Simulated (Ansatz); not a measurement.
# BFH₅InSSi: a ladder of functionals and wavefunction methods

An exercise on one series of results from a longer session: the logs are not shown, and one member is left open.

The runs use Ansatz 0.2.0, Gaussian basis; functionals in def2-TZVPP, the program's frozen cores in correlated methods.

Levels to be run: LDA (SPW92), PBE-D4, revPBE-D4, BLYP-D4, r2SCAN-D4, B97M-V, PBE0-D4, B3LYP-D4, r2SCANh-D4, r2SCAN0-D4, HSE06-D4, BHLYP-D4, CAM-B3LYP-D4, LC-ωPBE, ωB97X-V, ωB97M-V, B2PLYP, PBE-QIDH; CCSD(T)/def2-SVP; CCSD(T)/def2-TZVPP; MP2/def2-QZVPP; extrapolation to the limit; RPA on PBE.

### The relaxed structure

All runs share one geometry, relaxed beforehand with PBE0-D4 in a triple-zeta def2 set. In takes the def2 core potential; no spin-orbit term is included.

10 atoms, charge 0, spin multiplicity 1.

Atoms are counted from 1 here; the program's logs count them from 0.

Bond lengths: B1–Si2 1.932 Å, B1–H6 1.190 Å, B1–H7 1.248 Å, Si2–F3 1.594 Å, Si2–S4 2.173 Å, Si2–H8 1.479 Å, S4–In5 2.496 Å, In5–H9 1.700 Å, In5–H10 1.696 Å. Angles: Si2–B1–H6 127.2°, Si2–B1–H7 115.3°, H6–B1–H7 113.4°, B1–Si2–F3 122.9°, B1–Si2–S4 60.8°, B1–Si2–H8 128.6°, F3–Si2–S4 111.3°, F3–Si2–H8 107.1°, S4–Si2–H8 113.2°, Si2–S4–In5 95.0°, S4–In5–H9 111.8°, S4–In5–H10 107.5°, H9–In5–H10 139.0°.

Set-up of the first run:

The input, in.yaml:

```yaml
crystal:
  periodic: [false, false, false]
  atoms:
    - {symbol: B, position_ang: [1.063990, -0.276947, 0.274182]}
    - {symbol: Si, position_ang: [-0.342904, -1.596430, 0.172641]}
    - {symbol: F, position_ang: [-0.076299, -3.120121, -0.213041]}
    - {symbol: S, position_ang: [-0.000736, -0.280930, -1.522510]}
    - {symbol: In, position_ang: [-0.511420, 1.819196, -0.274037]}
    - {symbol: H, position_ang: [2.230552, -0.456661, 0.121355]}
    - {symbol: H, position_ang: [0.804840, 0.726732, 0.968598]}
    - {symbol: H, position_ang: [-1.721930, -1.517033, 0.701334]}
    - {symbol: H, position_ang: [-1.881769, 1.647665, 0.718022]}
    - {symbol: H, position_ang: [0.435678, 3.054530, -0.946554]}
basis:
  gaussian: {orbitals: def2-TZVPP}
hamiltonian: {xc: lda}
output: {orbitals: {seedname: orbitals}}
```

Launch:

```sh
$ ansatz run in.yaml --threads 4 --pin off --events-out ev --progress --plain --max-ram 10444MiB
```

Among the steps run: LDA; PBE-D4 (GGA); revPBE-D4 (GGA); BLYP-D4 (GGA); r2SCAN-D4 (meta-GGA); B97M-V (meta-GGA); B3LYP-D4 (hybrid); r2SCANh-D4 (hybrid); r2SCAN0-D4 (hybrid); HSE06-D4 (hybrid); BHLYP-D4 (hybrid); CAM-B3LYP-D4 (range-separated); LC-ωPBE (range-separated); ωB97X-V (range-separated); ωB97M-V (range-separated); B2PLYP (double hybrid); PBE-QIDH (double hybrid).

One table of the session follows, with a row left open; its other results are not shown here.

It belongs to the step «Frontier levels by functional». 

| functional | HOMO (eV) | LUMO (eV) | gap (eV) |
| --- | --- | --- | --- |
| LDA (SPW92) | -6.46 | -2.18 | 4.27 |
| PBE-D4 | -6.31 | -1.93 | 4.38 |
| revPBE-D4 | -6.25 | -1.83 | 4.42 |
| BLYP-D4 | -6.16 | -1.86 | 4.30 |
| r2SCAN-D4 | -6.53 | -1.64 | 4.90 |
| B97M-V | -6.62 | -1.87 | 4.75 |
| PBE0-D4 | -7.39 | -1.23 | 6.16 |
| B3LYP-D4 | -7.19 | -1.47 | 5.71 |
| r2SCANh-D4 | -6.93 | -1.40 | 5.54 |
| r2SCAN0-D4 | -7.54 | -1.05 | 6.49 |
| HSE06-D4 | ? | ? | ? |
| BHLYP-D4 | -8.35 | -0.59 | 7.76 |
| CAM-B3LYP-D4 | -8.63 | -0.44 | 8.19 |
| LC-ωPBE | -9.91 | 0.58 | 10.50 |
| ωB97X-V | -9.59 | 0.47 | 10.07 |
| ωB97M-V | -9.43 | 0.15 | 9.58 |

Estimate the missing values for HSE06-D4.

The run gave: HOMO (eV): -7.00; LUMO (eV): -1.58; gap (eV): 5.42. In the column «HOMO (eV)» it lies between B3LYP-D4 (-7.19) and r2SCANh-D4 (-6.93).
